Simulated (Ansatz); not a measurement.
**TaV in Ansatz: convergence with xc grid**

Crystal: TaV.

```
Ta V
1.0
     1.60670   -2.30777    0.00000
     1.60670    2.30777    0.00000
     0.00000    0.00000    4.34136
Ta V
1 1
Direct
  0.00000 0.00000 0.00000
  0.50000 0.50000 0.50000
```

The cell comes from a database or a generator and needn't be the stable form of this composition.

| Quantity | Value |
| --- | --- |
| Program | Ansatz 0.2.0 |
| Task | convergence study |
| Functional | PBE |
| Potentials or basis | Ansatz PAW |
| Cutoff | 420 eV (not typed: the program's choice for these potentials) |
| k mesh | 8 × 8 × 5 |
| Occupations | gaussian, width 0.1 eV |
| Spin | collinear spin, ferromagnetic start |
| Starting moments | [0.0, 2.0] μB |

These are the settings of the first run; the series varies xc grid, with any setting tied to it.

Hardware: 2 threads of Intel(R) Xeon(R) Platinum 8488C (Sapphire Rapids), with other jobs on the host.

```
xc grid  energy less the tightest run, at zero smearing (meV/atom)  SCF cycles  CPU time (s)  peak memory (GiB)
      1                                                       0.00          14           4.5               0.41
      2                                                       0.00          14           4.6               0.41
      3                                                       0.00          14           4.6               0.42
      4                                                       0.00          14           4.8               0.44
      5                                                       0.00          14             5               0.44
```

Against the tightest run, the energy stays within 1 meV/atom from 1 on. The tightest run that finished is the yardstick and may itself not be fully converged.

The run has no spin-orbit coupling, so splittings on Ta are missing.
